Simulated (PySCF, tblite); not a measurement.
# 3-cyclopentyl-1-propyne: geometry, infrared bands, NMR shifts and electronic excitations

Aim: predict the infrared bands, NMR shifts and electronic excitations of 3-cyclopentyl-1-propyne (`C#CCC1CCCC1`).

Computed with tblite 0.8.0 and PySCF 2.14.0, with density-fitted response routines of our own, on a single molecule in the gas phase. Atoms are numbered from 0 throughout.

### Step 1. The starting structure

20 atoms, charge 0, multiplicity 1; geometry from: force field or distance geometry start.

Bonds of the start (Å): C0–C1 1.23, C1–C2 1.45, C2–C3 1.51, C3–C4 1.55, C4–C5 1.54, C5–C6 1.54, C6–C7 1.50, C7–C3 1.53, C0–H8 1.07, C2–H9 1.12, C2–H10 1.12, C3–H11 1.09, C4–H12 1.11, C4–H13 1.10, C5–H14 1.10, C5–H15 1.09, C6–H16 1.11, C6–H17 1.08, C7–H18 1.12, C7–H19 1.12.

### Step 2. Optimising the geometry with GFN2-xTB

What the job is given:

```
{"job": {"kind": "relax", "xc": "GFN2-xTB", "basis": "xTB"}, "charge": 0, "multiplicity": 1}
C      2.617400     0.080200     1.398400
C      2.106500    -0.141400     0.306200
C      1.532200    -0.446800    -0.990400
C      0.040700    -0.242300    -0.942900
C     -0.616000    -1.168200     0.109200
C     -1.895600    -0.348900     0.339500
C     -1.181700     0.963500     0.713900
C     -0.341800     1.173800    -0.508500
H      3.061100     0.271400     2.347700
H      1.950800     0.274700    -1.738200
H      1.735900    -1.504800    -1.281300
H     -0.487100    -0.449300    -1.870100
H     -0.018000    -1.194800     1.047200
H     -0.822300    -2.163000    -0.299600
H     -2.358200    -0.224400    -0.648900
H     -2.524700    -0.741400     1.143500
H     -0.556100     0.690000     1.585600
H     -1.925500     1.722900     0.915500
H      0.573800     1.784500    -0.292100
H     -0.896500     1.674800    -1.337800
```

Command:

```
$ OMP_NUM_THREADS=1 python probes_run.py task.json out
```

This one command runs all jobs of the session in turn.

**Question.** This job is followed by: GFN2-xTB harmonic vibrations, gas phase; PBE0-D3(BJ)/def2-SVP geometry optimisation, gas phase; GIAO PBE0/pcSseg-1 NMR shielding, non-relativistic, gas phase; TDDFT CAM-B3LYP/def2-SVPD, vertical, gas phase, core orbitals frozen in the response; GIAO KT2/pcSseg-1 NMR shielding, non-relativistic, gas phase. What will the session give for the following? strongest single infrared mode (GFN2-xTB); zero-point energy (GFN2-xTB); point group; rotational constants (main isotopes); 13C shifts against TMS (PBE0/pcSseg-1, means over atoms taken as alike); 1H shifts against TMS (PBE0/pcSseg-1, means over atoms taken as alike); lowest singlet (CAM-B3LYP/def2-SVPD); brightest single state of those computed; lowest triplet; vertical ionisation energy (ΔSCF); range of the shift of C1.

As calculated:

| quantity | value |
| --- | --- |
| strongest single infrared mode (GFN2-xTB) | 3008 cm⁻¹, 95 km/mol |
| zero-point energy (GFN2-xTB) | 110.5 kcal/mol |
| point group | C1 |
| rotational constants (main isotopes) | 3.35, 1.46, 1.38 GHz |
| 13C shifts against TMS (PBE0/pcSseg-1, means over atoms taken as alike) | 86.8, 75.0, 37.3, 32.5, 30.7, 25.3 ppm |
| 1H shifts against TMS (PBE0/pcSseg-1, means over atoms taken as alike) | 2.28, 1.83, 1.69, 1.61, 1.59, 1.59, 1.44 ppm |
| lowest singlet (CAM-B3LYP/def2-SVPD) | 6.47 eV (192 nm), f = 0.000 |
| brightest single state of those computed | state 7, 8.24 eV, f = 0.067 |
| lowest triplet | 5.34 eV |
| vertical ionisation energy (ΔSCF) | 9.93 eV |
| range of the shift of C1 | 77.9 to 86.8 ppm |

**Reading.** The optimisation took 70 steps and gained 0.580 eV; among the close pairs (by a distance rule), C6–C7 changed most, from 1.498 to 1.532 Å (GFN2-xTB). All 54 modes are real, so the xTB geometry is a minimum. Unscaled tight-binding wavenumbers are off by several per cent, some by more. Its intensities can rank the bands wrongly. Relaxing lowered the energy by 0.067 eV in 4 steps; the close pair that moved most is C0–H8, from 1.049 to 1.074 Å (PBE0/def2-SVP). At PBE0/pcSseg-1: The widest tensor belongs to C1: span 292 ppm, with a paramagnetic part of -167 ppm. The lowest singlet, at 6.47 eV, is HOMO→LUMO+5 0.29, HOMO→LUMO 0.14 and is dark; of the 10 states computed, the strongest absorption comes from states 6 to 7 together at 8.24 eV. The lowest triplet lies 1.12 eV below the lowest singlet (triplets in Tamm-Dancoff, singlets in full TDDFT). The orbital energy would give 9.00 eV for ionisation, ΔSCF gives 9.93 eV. Across the 2 runs the shift of C1 moves most, between 77.9 (KT2/pcSseg-1) and 86.8 ppm (PBE0/pcSseg-1).
